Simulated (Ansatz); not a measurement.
**Cl2FH3OSSi2: a ladder of functionals and wavefunction methods**

An exercise on one series of results from a longer session: the logs are not shown, and one member is left open.

Program: Ansatz 0.2.0, Gaussian basis. Level of theory: functionals in def2-TZVPP, the program's frozen cores in correlated methods. These are calculated values, not measurements.

Plan: PBE-D4, r2SCAN-D4, PBE0-D4, B3LYP-D4, ωB97X-V, ωB97M-V, B2PLYP; CCSD(T)/def2-TZVPP; MP2/def2-QZVPP; extrapolation to the limit.

## The geometry

The geometry comes from an earlier relaxation with PBE0-D4 in a triple-zeta def2 set; it is a stationary point, not always the lowest conformer.

SMILES `O[SiH2]S[Si](F)(Cl)Cl`, 10 atoms, charge 0, spin multiplicity 1.

Atoms are counted from 1 here; the program's logs count them from 0.

Bond lengths: O1–Si2 1.632 Å, O1–H8 0.960 Å, Si2–S3 2.165 Å, Si2–H9 1.475 Å, Si2–H10 1.482 Å, S3–Si4 2.089 Å, Si4–F5 1.595 Å, Si4–Cl6 2.021 Å, Si4–Cl7 2.026 Å. Angles: Si2–O1–H8 117.3°, O1–Si2–S3 112.7°, O1–Si2–H9 107.2°, O1–Si2–H10 112.0°, S3–Si2–H9 104.5°, S3–Si2–H10 107.4°, H9–Si2–H10 112.9°, Si2–S3–Si4 97.2°, S3–Si4–F5 109.4°, S3–Si4–Cl6 109.9°, S3–Si4–Cl7 114.1°, F5–Si4–Cl6 108.1°, F5–Si4–Cl7 105.7°, Cl6–Si4–Cl7 109.4°.

Set-up of the first run:

File in.yaml:

```yaml
crystal:
  periodic: [false, false, false]
  atoms:
    - {symbol: O, position_ang: [0.148712, 1.616307, 1.560209]}
    - {symbol: Si, position_ang: [0.970764, 1.204465, 0.211653]}
    - {symbol: S, position_ang: [-0.332780, 0.661954, -1.429311]}
    - {symbol: Si, position_ang: [-0.855931, -1.236464, -0.730579]}
    - {symbol: F, position_ang: [-1.086501, -1.174927, 0.845981]}
    - {symbol: Cl, position_ang: [-2.580907, -1.836437, -1.595596]}
    - {symbol: Cl, position_ang: [0.568785, -2.647173, -1.023327]}
    - {symbol: H, position_ang: [-0.390245, 0.936646, 1.971916]}
    - {symbol: H, position_ang: [1.672963, 2.413681, -0.257247]}
    - {symbol: H, position_ang: [1.885141, 0.061937, 0.446300]}
basis:
  gaussian: {orbitals: def2-TZVPP}
hamiltonian: {xc: pbe, dispersion: d4}
output: {forces: true, orbitals: {seedname: orbitals}}
```

Started as:

```bash
> ansatz run in.yaml --threads 2 --pin off --events-out ev --progress --plain --max-ram 32768MiB --backend cuda --devices 0, --max-vram 18GiB
```

Among the steps run: PBE-D4 (GGA); r2SCAN-D4 (meta-GGA); PBE0-D4 (hybrid); B3LYP-D4 (hybrid); ωB97X-V (range-separated); ωB97M-V (range-separated); B2PLYP (double hybrid); CCSD(T) in def2-TZVPP; MP2 in def2-QZVPP.

One of the session's tables, all rows but one given; the rest of the session is left out.

It belongs to the step «Atomisation energies». 

```
            method  atomisation energy (kcal/mol)
            PBE-D4                          875.2
         r2SCAN-D4                          872.2
           PBE0-D4                          859.9
          B3LYP-D4                          854.5
           ωB97X-V                          872.2
           ωB97M-V                          872.3
            B2PLYP                          847.9
     HF/def2-TZVPP                              ?
    MP2/def2-TZVPP                          869.9
   CCSD/def2-TZVPP                          821.3
CCSD(T)/def2-TZVPP                          838.0
           MP2/CBS                          902.5
       CCSD(T)/CBS                          870.6
```

Q: Estimate the row for HF/def2-TZVPP from the others.

The run gave: atomisation energy (kcal/mol): 626.6. In the column «atomisation energy (kcal/mol)» it is the lowest.

Caveats from the session: Free atoms (1 O, 2 Si, 1 S, 1 F, 2 Cl, 3 H) were run apart at each level; the atomisation energy is their sum less the molecule, without zero-point or spin-orbit terms.
